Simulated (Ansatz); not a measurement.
# C₂H₇BSSi: basis-set convergence

An exercise on one series of results from a longer session: the logs are not shown, and one member is left open.

The runs use Ansatz 0.2.0, Gaussian basis; one geometry, several basis sets.

Levels to be run: PBE0-D4/def2-SVP; ωB97M-V/def2-SVP; PBE0-D4/def2-QZVPP; ωB97M-V/def2-QZVPP; the functionals' def2-TZVPP values are taken from earlier runs.

### The geometry

The geometry comes from an earlier relaxation with PBE0-D4 in a triple-zeta def2 set; it is a stationary point, not always the lowest conformer.

SMILES `[SiH3]CBC=S`, 12 atoms, charge 0, spin multiplicity 1.

Atoms are counted from 1 here; the program's logs count them from 0.

Bond lengths: Si1–C2 1.889 Å, Si1–H6 1.490 Å, Si1–H7 1.484 Å, Si1–H8 1.485 Å, C2–B3 1.550 Å, C2–H9 1.094 Å, C2–H10 1.095 Å, B3–C4 1.539 Å, B3–H11 1.199 Å, C4–S5 1.620 Å, C4–H12 1.090 Å. Angles: C2–Si1–H6 108.6°, C2–Si1–H7 110.9°, C2–Si1–H8 110.8°, H6–Si1–H7 108.4°, H6–Si1–H8 108.6°, H7–Si1–H8 109.5°, Si1–C2–B3 110.5°, Si1–C2–H9 106.5°, Si1–C2–H10 104.8°, B3–C2–H9 114.5°, B3–C2–H10 110.7°, H9–C2–H10 109.4°, C2–B3–C4 122.4°, C2–B3–H11 120.4°, C4–B3–H11 117.1°, B3–C4–S5 105.4°, B3–C4–H12 132.0°, S5–C4–H12 122.6°.

Set-up of the first run:

in.yaml

```yaml
crystal:
  periodic: [false, false, false]
  atoms:
    - {symbol: Si, position_ang: [-1.069621, 0.809329, 1.031967]}
    - {symbol: C, position_ang: [0.623720, 0.016923, 0.762678]}
    - {symbol: B, position_ang: [0.573231, -0.985309, -0.419048]}
    - {symbol: C, position_ang: [0.869616, -0.565731, -1.869683]}
    - {symbol: S, position_ang: [-0.560677, -0.131365, -2.493559]}
    - {symbol: H, position_ang: [-1.049315, 1.546482, 2.326177]}
    - {symbol: H, position_ang: [-1.379396, 1.774777, -0.051351]}
    - {symbol: H, position_ang: [-2.132592, -0.225618, 1.092418]}
    - {symbol: H, position_ang: [1.333680, 0.838862, 0.629467]}
    - {symbol: H, position_ang: [0.841535, -0.502359, 1.701434]}
    - {symbol: H, position_ang: [0.228042, -2.119378, -0.238438]}
    - {symbol: H, position_ang: [1.798678, -0.511711, -2.438062]}
basis:
  gaussian: {orbitals: def2-SVP}
hamiltonian: {xc: pbe0, dispersion: d4}
output: {orbitals: {seedname: orbitals}}
```

Run with:

```bash
ansatz run in.yaml --threads 4 --pin off --events-out ev --progress --plain --max-ram 10444MiB
```

Steps of the session up to this table: PBE0-D4 in def2-SVP; ωB97M-V in def2-SVP; PBE0-D4 in def2-QZVPP; ωB97M-V in def2-QZVPP.

One table of the session follows, with a row left open; its other results are not shown here.

It belongs to the step «Density functionals: the series». 

| functional | basis | HOMO (eV) | LUMO (eV) |
| --- | --- | --- | --- |
| PBE0-D4 | def2-SVP | ? | ? |
| PBE0-D4 | def2-TZVPP | -6.72 | -2.52 |
| PBE0-D4 | def2-QZVPP | -6.74 | -2.55 |
| ωB97M-V | def2-SVP | -8.76 | -0.14 |
| ωB97M-V | def2-TZVPP | -8.86 | -0.35 |
| ωB97M-V | def2-QZVPP | -8.89 | -0.41 |

**Question.** Estimate the row for PBE0-D4, def2-SVP.

**Answer.** HOMO (eV): -6.66; LUMO (eV): -2.41. In the column «HOMO (eV)» it is the highest.
